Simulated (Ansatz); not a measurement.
# Sc: strong compression

One table from this session's results is given with a row withheld; the runs are named, their logs left out.

Method: DFT LDA, with the methods named in each step, in Ansatz 0.2.0.

1 further run of the same task is left out (it didn't finish). Runs told in other sessions of the task aren't counted.

### Starting point

It takes space group Im-3m (No. 229, cubic). The conventional cell has a = 3.561 Å, b = 3.561 Å, c = 3.561 Å, α = 90.00°, β = 90.00°, γ = 90.00°. Around Sc (site symmetry m-3m) lie 8 Sc at 3.08 Å.

Structure file:

```cif
data_structure
_symmetry_space_group_name_H-M 'Im-3m'
_symmetry_Int_Tables_number 229
_cell_length_a 3.5615
_cell_length_b 3.5615
_cell_length_c 3.5615
_cell_angle_alpha 90.000
_cell_angle_beta 90.000
_cell_angle_gamma 90.000
_cell_volume 45.17
loop_
_atom_site_label
_atom_site_type_symbol
_atom_site_symmetry_multiplicity
_atom_site_Wyckoff_symbol
_atom_site_fract_x
_atom_site_fract_y
_atom_site_fract_z
_atom_site_occupancy
Sc1 Sc 2 a 0.00000 0.00000 0.00000 1
```

The file gives the conventional cell by its symmetry; the runs use the cell typed in the input.

Whether this phase is the stable one at these pressures isn't tested.

Set-up of the first run:

input.yaml reads:

```yaml
crystal:
  lattice:
    - [-1.7807359243, 1.7807359243, 1.7807359243]
    - [1.7807359243, -1.7807359243, 1.7807359243]
    - [1.7807359243, 1.7807359243, -1.7807359243]
  atoms:
    - { symbol: Sc, position: [0.0, 0.0, 0.0] }
kpoints:
  mp_grid: { grid: [17, 17, 17] }
scf:
  occupations: { method: fermi_dirac, width: 0.05 }
hamiltonian:
  xc: lda
  pseudopotentials: { kind: paw }
output:
  forces: true
  stress: true
relax:
  f_tol: 0.005
  max_steps: 40
  cell: {}
```

Run with:

```sh
> ansatz run input.yaml --threads 1 --pin off --max-ram 2048MiB --backend cpu --events-out ev --progress --plain --runs-dir out
```

Steps of the session up to this table: Cell relaxed at zero pressure, PAW; Volume scaled by 1, PAW; Volume scaled by 0.92, PAW; Volume scaled by 0.84, PAW; Volume scaled by 0.76, PAW; Volume scaled by 0.68, PAW; Volume scaled by 0.6, PAW; Volume scaled by 0.52, PAW; Volume scaled by 0.45, PAW; Volume scaled by 0.45, PAW (source ansatz).

One table of the session follows, with a row left open; its other results are not shown here.

```
             method  volume over the first  volume (Å³/atom)  pressure (GPa)
                PAW                      1            22.686            0.00
                PAW                   0.92                 ?               ?
                PAW                   0.84            19.056           13.38
                PAW                   0.76            17.242           24.11
                PAW                   0.68            15.427           39.30
                PAW                    0.6            13.612           61.43
                PAW                   0.52            11.797           93.73
                PAW                   0.45            10.209          135.33
PAW (source ansatz)                   0.45            10.209          135.22
```

Estimate the missing values for PAW, 0.92.

As computed: volume (Å³/atom): 20.871; pressure (GPa): 5.60. In the column «volume (Å³/atom)» it lies between PAW, 0.84 (19.056) and PAW, 1 (22.686).
